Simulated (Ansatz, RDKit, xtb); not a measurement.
# Isomers of C2H7NSi, a sample narrowed down, part 2 of 2

A sample of isomers of C2H7NSi is drawn. Aim: find which of them has the lowest free energy at 298.15 K, then its properties. The sample is small against all isomers, and the most stable one of this formula need not be in it.

xtb, Ansatz and PySCF; isolated molecules. The steps go on from the part before.

### Step 7. Vibrations and thermal terms

The lowest few in one piece go on as finalists. Harmonic vibrations at B3LYP-D3(BJ)/def2-SVP test each finalist and give the zero-point energy and the thermal terms. The first, c843a:

Input file input.yaml:

```yaml
crystal:
  periodic: [false, false, false]
  atoms:
    - {symbol: C, position_ang: [-1.771746, 0.293511, -0.014309]}
    - {symbol: C, position_ang: [-1.003334, -0.041576, -1.077948]}
    - {symbol: N, position_ang: [-2.618214, 1.368550, 0.090167]}
    - {symbol: Si, position_ang: [0.165303, -1.475466, -1.052741]}
    - {symbol: H, position_ang: [-3.338988, 1.350045, 0.799722]}
    - {symbol: H, position_ang: [-2.858359, 1.875806, -0.753829]}
    - {symbol: H, position_ang: [-1.721722, -0.304003, 0.904905]}
    - {symbol: H, position_ang: [-1.081076, 0.578450, -1.981786]}
    - {symbol: H, position_ang: [1.592134, -1.067850, -1.253435]}
    - {symbol: H, position_ang: [0.057532, -2.158057, 0.273983]}
    - {symbol: H, position_ang: [-0.136040, -2.479028, -2.122289]}
basis:
  gaussian:
    orbitals: def2-SVP
phonons: {}
hamiltonian:
  xc: {name: B3LYP}
  dispersion: d3bj
scf:
  lower_state_search: "off"
```

Run with:

```console
$ ansatz run input.yaml --threads 2 --pin off --max-ram 5220MiB --events-out events.jsonl --progress --plain --runs-dir runs
```

Output (excerpt; [...] marks lines left out):

```text
Warning: RAYON_NUM_THREADS=2 ignored (pool sized by the plan → 2); use --threads N
Functional definition: B3LYP
  name "B3LYP"
[...]
1054 factors; integrals over basis functions are off by at most 5.1e-4 eV
[...]
mean field -11550.68001664 eV, -424.4796612793 hartree, gradient 2.8e-6 eV, S^2 0.000000; 0 other end points of the search recorded, 0 dependent functions left out
[...]
reference -11550.68028047 eV, -424.4796709750 hartree; 20, 20 occupied and 75, 75 virtual orbitals, 1054 factors
[...]
1054 factors; integrals over basis functions are off by at most 5.1e-4 eV
mean field -11550.67985670 eV, -424.4796554017 hartree, gradient 1.3e-6 eV, S^2 0.000000; 0 other end points of the search recorded, 0 dependent functions left out
[...]
reference -11550.68012054 eV, -424.4796650975 hartree; 20, 20 occupied and 75, 75 virtual orbitals, 1054 factors
[...]
Atom 5 at    -2.858359     1.875806    -0.753829 Å, force    -0.000263     0.000714    -0.000239 eV/Å
Atom 6 at    -1.721722    -0.304003     0.904905 Å, force     0.000487     0.000285    -0.000529 eV/Å
Atom 7 at    -1.081076     0.578450    -1.981786 Å, force     0.000842     0.000357    -0.000523 eV/Å
Atom 8 at     1.592134    -1.067850    -1.253435 Å, force    -0.000870    -0.000081     0.000095 eV/Å
Atom 9 at     0.057532    -2.158057     0.273983 Å, force     0.000258    -0.000417     0.000219 eV/Å
Atom 10 at    -0.136040    -2.479028    -2.122289 Å, force     0.000248    -0.000264    -0.000112 eV/Å
Dipole moment:    -0.555946     0.361466     0.156157 e Å
Vibrations: 135.67 192.80 207.97 344.28 425.14 500.27 633.69 661.91 811.92 818.82 939.70 949.14 980.70 1003.60 1057.22 1220.55 1293.66 1351.36 1607.67 1702.57 2182.80 2197.29 2203.01 3116.96 3144.17 3580.15 3697.95 cm⁻¹, zero-point energy 2.291289 eV
Checks for a lower state left out: stability, starts, cluster_reference, orbital_swaps, neighbouring_geometries, increment
```

It took 77 s on 2 threads of Intel Xeon Platinum 8375C at 2.90GHz (Ice Lake), shared host; peak memory 0.18 GiB.

### Step 8. Thermal terms of the finalists

At 298.15 K and 1 atm, ideal gas, rigid rotor and harmonic oscillator:

```tsv
label	SMILES	spin	point group	lowest mode (cm⁻¹)	zero-point (kcal/mol)	G − E (kcal/mol)
c843a	N/C=C/[SiH3]	singlet	C1	136	52.8	34.4
c533a	N/C=C\[SiH3]	singlet	C1	88	53.0	34.4
c206a	C=C(N)[SiH3]	singlet	C1	118	52.6	34.2
```

Chiral structures get −RT ln 2 for their mirror image.

### Step 9. Last filter: a higher level

Each finalist gets a single point at CCSD(T)/def2-SVP + MP2/def2-TZVPP - MP2/def2-SVP.

c843a, CCSD(T)/def2-SVP:

Edit input.yaml of step 7 so:

```diff
@@ -5,3 +5,3 @@
     - {symbol: C, position_ang: [-1.003334, -0.041576, -1.077948]}
-    - {symbol: N, position_ang: [-2.618214, 1.368550, 0.090167]}
+    - {symbol: "N", position_ang: [-2.618214, 1.368550, 0.090167]}
     - {symbol: Si, position_ang: [0.165303, -1.475466, -1.052741]}
@@ -17,7 +17,6 @@
     orbitals: def2-SVP
-phonons: {}
-hamiltonian:
-  xc: {name: B3LYP}
-  dispersion: d3bj
-scf:
-  lower_state_search: "off"
+magnetization:
+  spin_polarized: false
+correlation:
+  method: ccsd_t
+  frozen_orbitals: {C: 1, H: 0, "N": 1, Si: 5}
```

Run with:

```console
$ ansatz run input.yaml --threads 2 --pin off --max-ram 5220MiB --events-out events.jsonl --progress --plain --runs-dir runs
```

Output (excerpt; [...] marks lines left out):

```text
Warning: RAYON_NUM_THREADS=2 ignored (pool sized by the plan → 2); use --threads N
Functional definition: HF
  name "HF"
[...]
964 factors; integrals over basis functions are off by at most 1.3e-3 eV
[...]
mean field -11509.92303578 eV, -422.9818698588 hartree, gradient 1.2e-6 eV, S^2 0.000000; 0 other end points of the search recorded, 0 dependent functions left out
8 core orbitals not correlated: weight in the atoms' cores, before any rotation towards them, 1.000 or more for the frozen orbitals, at most 0.000 for the correlated occupied ones
reference -11509.92303578 eV, -422.9818698588 hartree; 12, 12 occupied and 75, 75 virtual orbitals, 964 factors
second order -14.70662066 eV of doubles, -0.00000000 eV of singles
cycle   1  -15.53446965 eV  change   -8.3e-1 eV  update   9.3e-2
[...]
cycle   9  -16.09269299 eV  change   -4.1e-6 eV  update   2.0e-5
perturbative correction -0.52083333 eV, -0.0191402717 hartree
Total energy: -11526.53656209 eV, -423.5924056896 hartree
```

It took 3.9 s on 2 threads of Intel Xeon Platinum 8375C at 2.90GHz (Ice Lake), shared host; peak memory 0.37 GiB.

### Step 10. c843a at MP2/def2-TZVPP

Edit input.yaml of step 9 so:

```diff
@@ -16,7 +16,5 @@
   gaussian:
-    orbitals: def2-SVP
-magnetization:
-  spin_polarized: false
+    orbitals: def2-TZVPP
 correlation:
-  method: ccsd_t
+  method: mp2
   frozen_orbitals: {C: 1, H: 0, "N": 1, Si: 5}
```

Run with:

```console
$ ansatz run input.yaml --threads 2 --pin off --max-ram 5220MiB --events-out events.jsonl --progress --plain --runs-dir runs
```

Output:

```text
Warning: RAYON_NUM_THREADS=2 ignored (pool sized by the plan → 2); use --threads N
[... 2 set-up lines as earlier in the session ...]
  exchange = exact_x
  correlation = 0
1350 factors; integrals over basis functions are off by at most 1.1e-3 eV
mean field evaluation 1: about -11513.2524 eV, gradient 3.5e1 eV
mean field evaluation 2: about -11513.4722 eV, gradient 3.5e1 eV
mean field evaluation 4: about -11516.8125 eV, gradient 3.6e0 eV
mean field evaluation 8: about -11516.8634 eV, gradient 2.2e-1 eV
mean field -11516.86358863 eV, -423.2369304716 hartree, gradient 2.5e-6 eV, S^2 0.000000; 0 other end points of the search recorded, 0 dependent functions left out
8 core orbitals not correlated: weight in the atoms' cores, before any rotation towards them, 1.000 or more for the frozen orbitals, at most 0.000 for the correlated occupied ones
reference -11516.86358863 eV, -423.2369304716 hartree; 12, 12 occupied and 213, 213 virtual orbitals, 1350 factors
second order -18.15873907 eV of doubles, -0.00000000 eV of singles
Total energy: -11535.02232770 eV, -423.9042518239 hartree
```

It took 3.3 s on 2 threads of Intel Xeon Platinum 8375C at 2.90GHz (Ice Lake), shared host; peak memory 0.5 GiB.

### Step 11. c533a at CCSD(T)/def2-SVP

Input file input.yaml:

```yaml
crystal:
  periodic: [false, false, false]
  atoms:
    - symbol: C
      position_ang: [-2.002105, 0.708122, -0.868550]
    - symbol: C
      position_ang: [-0.755090, 0.339948, -1.253384]
    - symbol: N
      position_ang: [-2.749414, 0.199265, 0.165744]
    - symbol: Si
      position_ang: [0.256928, -1.035752, -0.532143]
    - symbol: H
      position_ang: [-2.453139, -0.675674, 0.585664]
    - symbol: H
      position_ang: [-3.751784, 0.333834, 0.134175]
    - symbol: H
      position_ang: [-2.505086, 1.533384, -1.388821]
    - symbol: H
      position_ang: [-0.319872, 0.925482, -2.069447]
    - symbol: H
      position_ang: [1.294928, -0.572268, 0.441899]
    - symbol: H
      position_ang: [-0.628642, -1.993370, 0.209152]
    - symbol: H
      position_ang: [0.967662, -1.798368, -1.602513]
basis:
  gaussian: {orbitals: def2-SVP}
correlation: {method: ccsd_t, frozen_orbitals: {C: 1, H: 0, "N": 1, Si: 5}}
```

Run with:

```console
$ ansatz run input.yaml --threads 2 --pin off --max-ram 5220MiB --events-out events.jsonl --progress --plain --runs-dir runs
```

Output (excerpt; [...] marks lines left out):

```text
Warning: RAYON_NUM_THREADS=2 ignored (pool sized by the plan → 2); use --threads N
[... 2 set-up lines as earlier in the session ...]
[...]
964 factors; integrals over basis functions are off by at most 1.2e-3 eV
[...]
mean field -11509.86136043 eV, -422.9796033314 hartree, gradient 1.7e-6 eV, S^2 0.000000; 0 other end points of the search recorded, 0 dependent functions left out
8 core orbitals not correlated: weight in the atoms' cores, before any rotation towards them, 1.000 or more for the frozen orbitals, at most 0.000 for the correlated occupied ones
reference -11509.86136043 eV, -422.9796033314 hartree; 12, 12 occupied and 75, 75 virtual orbitals, 964 factors
second order -14.71960534 eV of doubles, -0.00000000 eV of singles
cycle   1  -15.54880038 eV  change   -8.3e-1 eV  update   9.3e-2
[...]
cycle   9  -16.10972105 eV  change   -2.1e-6 eV  update   1.7e-5
perturbative correction -0.52402080 eV, -0.0192574091 hartree
Total energy: -11526.49510227 eV, -423.5908820696 hartree
```

Run time: 3.3 s. Hardware: 2 threads of Intel Xeon Platinum 8375C at 2.90GHz (Ice Lake), shared host; peak memory 0.37 GiB.

### Step 12. Putting it together

Energies in kcal/mol from c843a; G adds the thermal terms to the CCSD(T)/def2-SVP + MP2/def2-TZVPP - MP2/def2-SVP energy. The columns left of the relaxed level are at the tight-binding geometries.

```tsv
label	SMILES	spin	GFN2-xTB	HF/STO-3G	r2SCAN-D4/def2-SVP	B3LYP-D3(BJ)/def2-SVP	HF/def2-SVP	MP2/def2-SVP	CCSD(T)/def2-SVP + MP2/def2-TZVPP - MP2/def2-SVP	G	share at equilibrium	T1
c843a	N/C=C/[SiH3]	singlet	0.0	0.0	0.0	0.0	0.0	0.0	0.0	0.0	78.3 %	0.013
c533a	N/C=C\[SiH3]	singlet	0.4	1.4	0.8	0.6	1.4	1.1	0.8	0.8	21.6 %	0.013
c206a	C=C(N)[SiH3]	singlet	2.8	1.4	5.3	4.8	5.9	4.8	3.8	3.7	0.2 %	0.012
```

Lowest found: c843a, `N/C=C/[SiH3]`, a singlet of point group C1. Bond lengths: C1–C2 1.354 Å, C1–N3 1.372 Å, C2–Si4 1.850 Å, N3–H5 1.012 Å, N3–H6 1.014 Å, C1–H7 1.097 Å, C2–H8 1.099 Å, Si4–H9 1.497 Å, Si4–H10 1.496 Å, Si4–H11 1.497 Å. Some angles: C1–C2–Si4 122.6°, C2–C1–N3 127.1°, C1–C2–H8 117.8°, Si4–C2–H8 119.6°, C2–C1–H7 119.8°, N3–C1–H7 113.0°, C1–N3–H5 118.6°, C1–N3–H6 118.3°, C2–Si4–H9 112.9°, C2–Si4–H10 108.7°.

```xyz
11

C    -1.7717    0.2935   -0.0143
C    -1.0033   -0.0416   -1.0779
N    -2.6182    1.3685    0.0902
Si    0.1653   -1.4755   -1.0527
H    -3.3390    1.3500    0.7997
H    -2.8584    1.8758   -0.7538
H    -1.7217   -0.3040    0.9049
H    -1.0811    0.5785   -1.9818
H     1.5921   -1.0678   -1.2534
H     0.0575   -2.1581    0.2740
H    -0.1360   -2.4790   -2.1223
```

### Step 13. Summary of results

This closing draws on all 2 parts.

| quantity | value |
| --- | --- |
| lowest structure found | N/C=C/[SiH3], singlet, C1 |
| next finalist | N/C=C\[SiH3], singlet, 0.8 kcal/mol higher in G |
| share at equilibrium, among the finalists | 78.3 % |
| funnel | 3 starts, 3 minima at GFN2-xTB, 5 screening runs, 3 relaxed, 3 ranked |
| CPU time of all runs | 10 min |
| harmonic wavenumbers, lowest and highest (B3LYP-D3(BJ)/def2-SVP) | 136 and 3698 cm⁻¹ |
| rotational constants, same geometry | 1.024, 0.07817, 0.07455 cm⁻¹ |

The search ends on `N/C=C/[SiH3]`. The next finalist is drawn with the same bonds. At 0.8 kcal/mol the two aren't resolved. GFN2-xTB, HF/STO-3G, r2SCAN-D4/def2-SVP, B3LYP-D3(BJ)/def2-SVP, HF/def2-SVP and MP2/def2-SVP already put its bonding pattern lowest among the structures in one piece. The largest share of the time went into the vibrations (74 %). The search is not exhaustive (a finite list of starts, one conformer a finalist), so a lower isomer can't be ruled out. Only 3 drawn patterns were tried, so whole families of isomers are missing, and the result ranks this sample alone.
